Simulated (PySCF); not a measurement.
**r2SCAN/pc-2 run of SiHCl3 (trichlorosilane)**

Aim: the vertical singlet–triplet gap of SiHCl3 (trichlorosilane) at r2SCAN/pc-2, from 2 runs. Input form: a Python script.

The calculation is run with PySCF 2.14.0.

2 further runs of the same task are left out: 2 set aside as unsound or not needed.

## Step 1: Starting point

SiHCl3 has 5 atoms, charge 0, and is taken as a singlet. As SMILES, `Cl[SiH](Cl)Cl`. Geometry: relaxed at GFN2-xTB.

Bond lengths: Cl1–Si2 2.010 Å, Si2–Cl3 2.011 Å, Si2–Cl4 2.010 Å, Si2–H5 1.451 Å. Angles: Cl1–Si2–Cl3 109.6°, Cl1–Si2–Cl4 109.6°, Cl3–Si2–Cl4 109.6°, Cl1–Si2–H5 109.3°, Cl3–Si2–H5 109.4°, Cl4–Si2–H5 109.3°.

## Step 2: The energy at r2SCAN/pc-2

Contents of run.py:

```python
from pyscf import gto, dft

mol = gto.M(
    atom='''
Cl     3.162570    -1.071645     1.673787
Si    -0.150668    -0.022544     0.139443
Cl     0.029499     3.622454    -0.917330
Cl    -0.894899    -2.193216    -2.888031
H     -2.146502    -0.335048     1.992130
''',
    verbose=3,
    charge=0,
    unit='bohr',
    max_memory=1860,
    basis='pc-2',
)

ks = dft.RKS(mol)
ks.xc = 'r2scan'
ks.conv_tol = 1e-10
ks.grids.level = 4
ks.kernel()
if not ks.converged:
    ks = ks.newton().run(ks.mo_coeff, ks.mo_occ)

e_tot = ks.e_tot
print('E(%s) = %.9f' % ('R2SCAN', e_tot))
```

Command:

```
$ OMP_NUM_THREADS=1 python run.py
```

Standard output:

```text
converged SCF energy = -1670.81564832255
E(R2SCAN) = -1670.815648323
```

Wall time 64 s (1 thread of Arm Neoverse V1, shared host); peak memory 1.1 GiB.

## Step 3: The triplet at the same level

Contents of run.py:

```python
from pyscf import gto, dft

mol = gto.M(
    atom='''
Cl     1.673560    -0.567090     0.885730
Si    -0.079730    -0.011930     0.073790
Cl     0.015610     1.916920    -0.485430
Cl    -0.473560    -1.160600    -1.528280
H     -1.135880    -0.177300     1.054190
''',
    basis='pc-2',
    spin=2,
    verbose=3,
    max_memory=1860,
)

ks = dft.UKS(mol)
ks.xc = 'r2scan'
ks.grids.level = 4
ks.conv_tol = 1e-10
ks.kernel()
if not ks.converged:
    ks = ks.newton().run(ks.mo_coeff, ks.mo_occ)

e_tot = ks.e_tot
print('Final energy', e_tot)
```

Command:

```
$ OMP_NUM_THREADS=1 python run.py
```

Standard output:

```text
WARN: HOMO -0.0352367744147302 >= LUMO -0.346483177310886

WARN: HOMO -0.0319017642706072 >= LUMO -0.2971576498823

WARN: HOMO -0.0427985462234837 >= LUMO -0.31330520089927

WARN: HOMO -0.0433715962839649 >= LUMO -0.309124593690499

WARN: HOMO -0.043182108492676 >= LUMO -0.309083597215533

WARN: HOMO -0.0425027648295604 >= LUMO -0.308510368777026

WARN: HOMO -0.0427937367476368 >= LUMO -0.30856561740776

WARN: HOMO -0.0430244076743733 >= LUMO -0.308618095507549

WARN: HOMO -0.0427787802543698 >= LUMO -0.308422134605268

WARN: HOMO -0.0427825881049806 >= LUMO -0.308383461051642

WARN: HOMO -0.0427790410033104 >= LUMO -0.308390708928892

WARN: HOMO -0.0427661206954966 >= LUMO -0.308384606565068

WARN: HOMO -0.0427675525146221 >= LUMO -0.308383881842486

WARN: HOMO -0.0427674608218638 >= LUMO -0.308384855913113

WARN: HOMO -0.0427677857575155 >= LUMO -0.30838543282868

WARN: HOMO -0.0427681161469629 >= LUMO -0.308385248192202

WARN: HOMO -0.0427677320098887 >= LUMO -0.308384865186784

WARN: HOMO -0.0427675210713971 >= LUMO -0.308384682426051

WARN: HOMO -0.0427679740316904 >= LUMO -0.308384904358765

WARN: HOMO -0.0427676589732364 >= LUMO -0.308384729631408

converged SCF energy = -1670.53995755005  <S^2> = 2.0059437  2S+1 = 3.0039598
Final energy -1670.5399575500483
```

Wall time 2.8 min (1 thread of Arm Neoverse V1, shared host); peak memory 1.1 GiB.

## Step 4: What came out

At r2SCAN/pc-2:

| quantity | value |
| --- | --- |
| singlet: total energy | -1670.81565 Eh |
| singlet: dipole moment | 0.85 D |
| singlet: HOMO energy | -8.43 eV |
| singlet: LUMO energy | -0.55 eV |
| singlet: HOMO–LUMO gap | 7.88 eV |
| triplet: total energy | -1670.53996 Eh |
| triplet: dipole moment | 0.36 D |
| triplet: HOMO energy (highest over α and β) | -1.16 eV |
| triplet: ⟨S²⟩ | 2.006 |
| vertical energy of the triplet above the singlet | 7.502 eV |

**Reading.** At this shape the triplet lies 7.50 eV (724 kJ/mol) above the singlet. Mulliken charges (triplet) run from -0.12 on H5 to +0.43 on Si2.
